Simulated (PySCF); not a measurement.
# From one method to the next for SnO⁺

Starting from one script, swap the method and compare what comes out for SnO⁺.

Program: PySCF 2.14.0. Level of theory: method and basis as typed in the scripts. These are calculated values, not measurements.

6 further runs of the same task are left out: 3 for a known fault of the program, 3 that didn't finish.

## (1) The starting structure

SnO⁺: 2 atoms, charge 1, spin multiplicity 2.

Bond lengths: Sn1–O2 2.050 Å.

## (2) The run that the others are compared with

Contents of input.py:

```python
from pyscf import gto, scf, mp

mol = gto.M(
    atom='Sn 0 0 0; O 0 0 2.05',
    basis='sto-3g',
    charge=1,
    spin=1,
    verbose=4,
)
mf = scf.UHF(mol)
mf.kernel()
mp.MP2(mf, frozen=19).kernel()
mf.dip_moment()
print('orbital energies (hartree):', [e[max(0, n-3):n+3].round(4) for e, n in zip(mf.mo_energy, mol.nelec)])
```

Started as:

```
$ OMP_NUM_THREADS=1 python input.py
```

Its log is not repeated here.

In short: E(SCF) = -6036.855560 Eh, E(MP2) − E(SCF) = -0.08366 Eh, ⟨S²⟩ = 1.009.

No relativity is included for the heavy element. The bond length is a typed value, not an optimised one. The dipole of an ion depends on the origin.

## (3) Stability test

Edit 1 changes step after the SCF: mp2 → stability.

Contents of input.py:

```python
from pyscf import gto, scf

mol = gto.M(
    atom='Sn 0 0 0; O 0 0 2.05',
    basis='sto-3g',
    charge=1,
    spin=1,
    verbose=4,
)
mf = scf.UHF(mol)
mf.kernel()
mf.stability(internal=True, external=True)
mf.dip_moment()
print('orbital energies (hartree):', [e[max(0, n-3):n+3].round(4) for e, n in zip(mf.mo_energy, mol.nelec)])
```

Started as:

```
$ OMP_NUM_THREADS=1 python input.py
```

## (4) CASCI (ROHF)

Edit 2 changes step after the SCF: mp2 → casci; SCF type: UHF → ROHF; active space: none → 1 electrons in 2 orbitals.

Contents of input.py:

```python
from pyscf import gto, scf, mcscf

mol = gto.M(
    atom='Sn 0 0 0; O 0 0 2.05',
    basis='sto-3g',
    charge=1,
    spin=1,
    verbose=4,
)
mf = scf.ROHF(mol)
mf.kernel()
mc = mcscf.CASCI(mf, 2, 1)
mc.kernel()
mc.analyze()
mf.dip_moment()
print('orbital energies (hartree):', mf.mo_energy[..., max(0, mol.nelec[1]-3):mol.nelec[0]+3].round(4))
```

## (5) M06 (UKS)

Edit 3 changes functional: none (Hartree–Fock) → m06; SCF type: UHF → UKS; step after the SCF: mp2 → analyze.

Contents of input.py:

```python
from pyscf import gto, dft

mol = gto.M(
    atom='Sn 0 0 0; O 0 0 2.05',
    basis='sto-3g',
    charge=1,
    spin=1,
    verbose=4,
)
mf = dft.UKS(mol, xc='m06')
mf.kernel()
mf.analyze()
print('orbital energies (hartree):', [e[max(0, n-3):n+3].round(4) for e, n in zip(mf.mo_energy, mol.nelec)])
```

What does the calculation give? Wanted: for each run, E(SCF); from base; gap, α spin; after the SCF.

As calculated:

| run | E(SCF) (hartree) | from base (eV) | cycles | gap, α spin (eV) | after the SCF |
| --- | --- | --- | --- | --- | --- |
| base | -6036.855560 | 0 | 18 | 12.42 | MP2 correlation -2.277 eV, core frozen |
| stability test | -6036.855560 | 0.0000 | 18 | 12.42 | unstable: internal, real -> complex, UHF/UKS -> GHF/GKS |
| CASCI (ROHF) | -6036.846431 | +0.2484 | 13 | n/a | n/a |
| m06 (UKS) | -6039.081454 | not comparable | 23 | 5.61 | n/a |

Total energies of different functionals can't be compared with each other; differences within one functional can. The dearest run is “m06 (UKS)”, at 5.4 s against 0.84 s.
